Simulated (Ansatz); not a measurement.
TiSi2:

```
Ti Si
1.0
     4.37464    0.00000    0.00000
    -2.18732    3.78855    0.00000
     0.00000    0.00000    2.56101
Ti Si
1 2
Direct
  0.00000 0.00000 0.00000
  0.33333 0.66667 0.50000
  0.66667 0.33333 0.50000
```

The cell was built by a generator and needn't be a form met in nature.

| Item | Value |
| --- | --- |
| Program | Ansatz 0.2.0 |
| Task | relaxation of cell and atoms |
| Functional | LDA |
| Potentials or basis | all-electron LAPW, scalar-relativistic |
| Basis error allowed | 0.002 eV/atom |
| k mesh | 6 × 6 × 8 |
| Occupations | fermi-dirac, width 0.05 eV |
| Spin | no spin polarisation |

At the start: volume 14.15 Å³/atom.

**Question.** Where does the relaxation end?

**Answer.** Over 5 steps the energy falls by 19.4 meV/atom and the volume is 13.37 Å³/atom (-5.5 %); space group P6/mmm (No. 191, to 0.05 Å).

Step by step:
```tsv
step	energy change (eV)	largest force (eV/Å)	volume (Å³)
1	0.0000	0.0000	42.45
2	-0.0582	0.0000	40.13
3	-0.0583	0.0000	40.10
4	-0.0583	0.0000	40.10
5	-0.0583	0.0000	40.10
```

Final structure:
```xyz
3
Lattice="4.2841 0.0000 0.0000 -2.1420 3.7101 0.0000 0.0000 0.0000 2.5231" Properties=species:S:1:pos:R:3 pbc="T T T"
Ti    0.0000    0.0000    0.0000
Si    0.0000    2.4734    1.2615
Si    2.1420    1.2367    1.2615
```

Caveat: the k mesh is thin for a metal, which can move the energy by tens of meV per atom.
